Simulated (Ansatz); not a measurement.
# ZrCl4: single points with varied inputs

How do the results and run time of ZrCl4 respond when the settings are drawn wide?

Computed with Ansatz 0.2.0, Gaussian basis. Level: the settings change from run to run.

1 further run of the same task is left out (set aside as unsound or not needed).

**1. The relaxed structure**

The geometry comes from an earlier relaxation with r2SCAN-D4/def2-SVP; it is a stationary point. Zr takes a core potential in def2 sets; no spin-orbit term is included.

5 atoms, charge 0, spin multiplicity 1.

Atoms are counted from 1 here; the program's logs count them from 0.

Bond lengths: Zr1–Cl2 2.329 Å, Zr1–Cl3 2.329 Å, Zr1–Cl4 2.329 Å, Zr1–Cl5 2.329 Å. Angles: Cl2–Zr1–Cl3 109.5°, Cl2–Zr1–Cl4 109.5°, Cl2–Zr1–Cl5 109.5°, Cl3–Zr1–Cl4 109.5°, Cl3–Zr1–Cl5 109.5°, Cl4–Zr1–Cl5 109.5°.

Geometry (Å):

```xyz
5
charge 0, multiplicity 1
Zr    0.0000    0.0000    0.0000
Cl    0.0108   -0.0149    2.3287
Cl    2.1919    0.0107   -0.7863
Cl   -1.1063    1.9034   -0.7590
Cl   -1.0964   -1.8993   -0.7833
```

**2. B2GP-PLYP/def2-SVP**

Options: a grid of angular degree 23.

Input file in.yaml:

```yaml
crystal:
  periodic: [false, false, false]
  atoms:
    - {symbol: Zr, position_ang: [0.000008, 0.000001, -0.000002]}
    - {symbol: Cl, position_ang: [0.010761, -0.014879, 2.328662]}
    - {symbol: Cl, position_ang: [2.191948, 0.010694, -0.786344]}
    - {symbol: Cl, position_ang: [-1.106272, 1.903440, -0.758992]}
    - {symbol: Cl, position_ang: [-1.096435, -1.899256, -0.783324]}
basis:
  gaussian: {orbitals: def2-SVP, final_grid: {core_spheres: 8, valence_spheres: 7, degree: 23}}
hamiltonian: {xc: {name: B2GP-PLYP}}
output: {forces: true}
```

The run is started by

```
$ ansatz run in.yaml --threads 2 --pin off --events-out ev --progress --plain --max-ram 4352MiB
```

What it wrote, cut to the lines that bear on the results:

```text
Functional definition: B2GP-PLYP
  name "B2GP-PLYP"
  cite "Karton, Tarnopolsky, Lamère, Schatz & Martin, J. Phys. Chem. A 112, 12868 (2008) doi:10.1021/jp801805p"
  cite "Becke, Phys. Rev. A 38, 3098 (1988) doi:10.1103/PhysRevA.38.3098"
  cite "Lee, Yang & Parr, Phys. Rev. B 37, 785 (1988) doi:10.1103/PhysRevB.37.785"
[...]
962 factors; integrals over basis functions are off by at most 9.1e-4 eV
[...]
mean field -51330.15871896 eV, -1886.3485400907 hartree, gradient 1.7e-6 eV, S^2 0.000000; 0 other end points of the search recorded, 0 dependent functions left out
20 core orbitals not correlated: weight in the atoms' cores, before any rotation towards them, 1.000 or more for the frozen orbitals, at most 0.000 for the correlated occupied ones
reference -51330.15887139 eV, -1886.3485456921 hartree; 20, 20 occupied and 63, 63 virtual orbitals, 962 factors
second order -24.46230395 eV of doubles, -0.00000000 eV of singles
[...]
Total energy: -51338.96530081 eV, -1886.6721760042 hartree
Atom 0 at     0.000008     0.000001    -0.000002 Å, force     0.000157     0.000122     0.000019 eV/Å
Atom 1 at     0.010761    -0.014879     2.328662 Å, force    -0.000187     0.000280    -0.043363 eV/Å
Atom 2 at     2.191948     0.010694    -0.786344 Å, force    -0.040935    -0.000197     0.014687 eV/Å
Atom 3 at    -1.106272     1.903440    -0.758992 Å, force     0.020612    -0.035440     0.014130 eV/Å
Atom 4 at    -1.096435    -1.899256    -0.783324 Å, force     0.020353     0.035235     0.014528 eV/Å
Dipole moment:    -0.000006    -0.000008    -0.000003 e Å
```

It took 9.5 s on 2 threads of Arm Neoverse N1, shared host.

Largest force 0.043 eV/Å, dipole 0.00 D.

**3. B97M-V/ANO-RCC-VTZP**

This run has atoms shaken by 0.15 Å.

Input file in.yaml:

```yaml
crystal:
  periodic: [false, false, false]
  atoms:
    - {symbol: Zr, position_ang: [0.049343, 0.178041, -0.146139]}
    - {symbol: Cl, position_ang: [0.051489, 0.070840, 2.280793]}
    - {symbol: Cl, position_ang: [2.086529, 0.139455, -0.680305]}
    - {symbol: Cl, position_ang: [-1.097996, 1.997462, -0.738983]}
    - {symbol: Cl, position_ang: [-1.323841, -2.214602, -0.884791]}
basis:
  gaussian: {orbitals: ANO-RCC-VTZP}
hamiltonian: {xc: {name: B97M-V}}
scf: {omitted_lower_state_checks: [starts]}
```

Launched as before.

What it wrote, cut to the lines that bear on the results:

```text
Functional definition: B97M-V
  name "B97M-V"
  cite "Mardirossian & Head-Gordon, J. Chem. Phys. 142, 074111 (2015) doi:10.1063/1.4907719"
  cite "Becke, J. Chem. Phys. 107, 8554 (1997) doi:10.1063/1.475007"
  cite "Vydrov & Van Voorhis, J. Chem. Phys. 133, 244103 (2010) doi:10.1063/1.3521275"
  # Of w^i u^j: cxij and so on, Table III.
[...]
  gx(w, u) = cx00 + cx01*u + cx02*u^2 + (cx10 + cx11*u)*w
  gss(w, u) = css00 + css02*u^2 + css10*w + (css32*w^3 + css42*w^4)*u^2
  gos(w, u) = cos00 + cos01*u + cos03*u^3 + cos10*w + cos32*w^3*u^2
[...]
      + integral(e_c_pw_mod_opposite_spin*gos(b97_w_opposite, b97_u_opposite)) + vv10(b, c)
[...]
1877 factors; their error is unknown
[...]
mean field -148136.48051933 eV, -5443.9152485726 hartree, gradient 1.2e-5 eV, S^2 0.000000; 0 other end points of the search recorded, 0 dependent functions left out
reference -148136.48061560 eV, -5443.9152521104 hartree; 54, 54 occupied and 150, 150 virtual orbitals, 1877 factors
Total energy: -148136.48061560 eV, -5443.9152521104 hartree
Relativity: scalar
Checks for a lower state left out: starts
```

It took 69 s on 2 threads of Arm Neoverse N1, shared host; peak memory 0.61 GiB.

**4. HF/def2-TZVP**

Set apart from the defaults: coordinates scaled by 1.25, a grid of angular degree 23, a point charge of 1.00 e beside it.

Input file in.yaml:

```yaml
crystal:
  periodic: [false, false, false]
  atoms:
    - {symbol: Zr, position_ang: [0.000010, 0.000001, -0.000002]}
    - {symbol: Cl, position_ang: [0.013451, -0.018599, 2.910828]}
    - {symbol: Cl, position_ang: [2.739935, 0.013367, -0.982930]}
    - {symbol: Cl, position_ang: [-1.382840, 2.379300, -0.948740]}
    - {symbol: Cl, position_ang: [-1.370544, -2.374070, -0.979155]}
basis:
  gaussian: {orbitals: def2-TZVP, final_grid: {core_spheres: 8, valence_spheres: 7, degree: 23}, point_charges: [{charge: 1.00, position_ang: [7.324, -0.370, 0.684]}]}
hamiltonian: {xc: {name: HF}}
scf: {omitted_lower_state_checks: [starts]}
output: {forces: true}
```

Same command.

What it wrote, cut to the lines that bear on the results:

```text
Functional definition: HF
  name "HF"
  cite "Fock, Z. Phys. 61, 126 (1930) doi:10.1007/BF01340294"
  parent pbe
[...]
1198 factors; integrals over basis functions are off by at most 7.2e-4 eV
[...]
mean field -51284.80737170 eV, -1884.6819088191 hartree, gradient 7.8e-5 eV, S^2 0.000000; 0 other end points of the search recorded, 0 dependent functions left out
[...]
reference -51284.80737170 eV, -1884.6819088191 hartree; 40, 40 occupied and 148, 148 virtual orbitals, 1198 factors
Total energy: -51284.80737170 eV, -1884.6819088191 hartree
Atom 0 at     0.000010     0.000001    -0.000002 Å, force    -0.781221     0.022341     0.046871 eV/Å
Atom 1 at     0.013451    -0.018599     2.910828 Å, force     0.073856     0.021635    -4.141339 eV/Å
Atom 2 at     2.739935     0.013367    -0.982930 Å, force    -3.330154    -0.032475     1.325685 eV/Å
Atom 3 at    -1.382840     2.379300    -0.948740 Å, force     2.057298    -3.450720     1.378484 eV/Å
Atom 4 at    -1.370544    -2.374070    -0.979155 Å, force     2.039769     3.432431     1.420942 eV/Å
Dipole moment:    -0.363517     0.013028     0.001511 e Å
Checks for a lower state left out: starts
```

Wall time 6 s (2 threads of Arm Neoverse N1, shared host).

Largest force 4.247 eV/Å, dipole 1.75 D.

**5. B3LYP5/ANO-RCC-VTZP**

This run has atoms shaken by 0.03 Å.

Input file in.yaml:

```yaml
crystal:
  periodic: [false, false, false]
  atoms:
    - {symbol: Zr, position_ang: [0.035657, 0.073101, -0.028509]}
    - {symbol: Cl, position_ang: [0.020371, -0.007271, 2.319143]}
    - {symbol: Cl, position_ang: [2.171174, 0.020495, -0.747836]}
    - {symbol: Cl, position_ang: [-1.120457, 1.973467, -0.804912]}
    - {symbol: Cl, position_ang: [-1.066449, -1.862586, -0.745777]}
basis:
  gaussian: {orbitals: ANO-RCC-VTZP}
hamiltonian: {xc: {name: B3LYP5}}
scf: {omitted_lower_state_checks: [starts]}
output: {forces: true}
```

The command is unchanged.

What it wrote, cut to the lines that bear on the results:

```text
Functional definition: B3LYP5
  name "B3LYP5"
  cite "Stephens, Devlin, Chabalowski & Frisch, J. Phys. Chem. 98, 11623 (1994) doi:10.1021/j100096a001"
  cite "Becke, Phys. Rev. A 38, 3098 (1988) doi:10.1103/PhysRevA.38.3098"
  cite "Lee, Yang & Parr, Phys. Rev. B 37, 785 (1988) doi:10.1103/PhysRevB.37.785"
  cite "Vosko, Wilk & Nusair, Can. J. Phys. 58, 1200 (1980) doi:10.1139/p80-159"
[...]
1395 factors; integrals over basis functions are off by at most 9.3e-4 eV
[...]
mean field -148164.25136226 eV, -5444.9358082265 hartree, gradient 2.2e-5 eV, S^2 0.000000; 0 other end points of the search recorded, 0 dependent functions left out
[...]
reference -148164.25165725 eV, -5444.9358190670 hartree; 54, 54 occupied and 150, 150 virtual orbitals, 1395 factors
Total energy: -148164.25165725 eV, -5444.9358190670 hartree
Relativity: scalar
Atom 0 at     0.035657     0.073101    -0.028509 Å, force    -1.577672    -0.012997     0.657314 eV/Å
Atom 1 at     0.020371    -0.007271     2.319143 Å, force     0.033394     0.081581    -0.163335 eV/Å
Atom 2 at     2.171174     0.020495    -0.747836 Å, force     1.343218     0.017468    -0.489671 eV/Å
Atom 3 at    -1.120457     1.973467    -0.804912 Å, force     0.156721    -0.143690     0.052645 eV/Å
Atom 4 at    -1.066449    -1.862586    -0.745777 Å, force     0.044339     0.057638    -0.056954 eV/Å
Dipole moment:     0.126287     0.019507    -0.062009 e Å
Checks for a lower state left out: starts
```

Run time: 71 s. Hardware: 2 threads of Arm Neoverse N1, shared host; peak memory 0.77 GiB.

Largest force 1.709 eV/Å, dipole 0.68 D.

**6. The runs in one table**

| level | charge | multiplicity | geometry | functions | energy (eV) | time |
| --- | --- | --- | --- | --- | --- | --- |
| B2GP-PLYP/def2-SVP | 0 | 1 | relaxed | 103 | -51338.965 | 9.5 s |
| B97M-V/ANO-RCC-VTZP | 0 | 1 | shaken | 204 | -148136.481 | 69 s |
| HF/def2-TZVP | 0 | 1 | scaled, point charge | 188 | -51284.807 | 6 s |
| B3LYP5/ANO-RCC-VTZP | 0 | 1 | shaken | 204 | -148164.252 | 71 s |

**7. What came out**

```
quantity                      value
    runs                          4
quickest          HF/def2-TZVP, 6 s
 slowest  B3LYP5/ANO-RCC-VTZP, 71 s
```

What this shows: The runs differ in state or geometry as well as level, so their energies can't be set against each other. B3LYP5/ANO-RCC-VTZP took 12 times as long as HF/def2-TZVP. The jobs differ in tasks and options as well as level. At the r2SCAN-D4/def2-SVP geometry and in the same state, runs without warnings or point charges leave forces up to 0.04 eV/Å (B2GP-PLYP/def2-SVP), against 1.7 eV/Å where the atoms were moved.
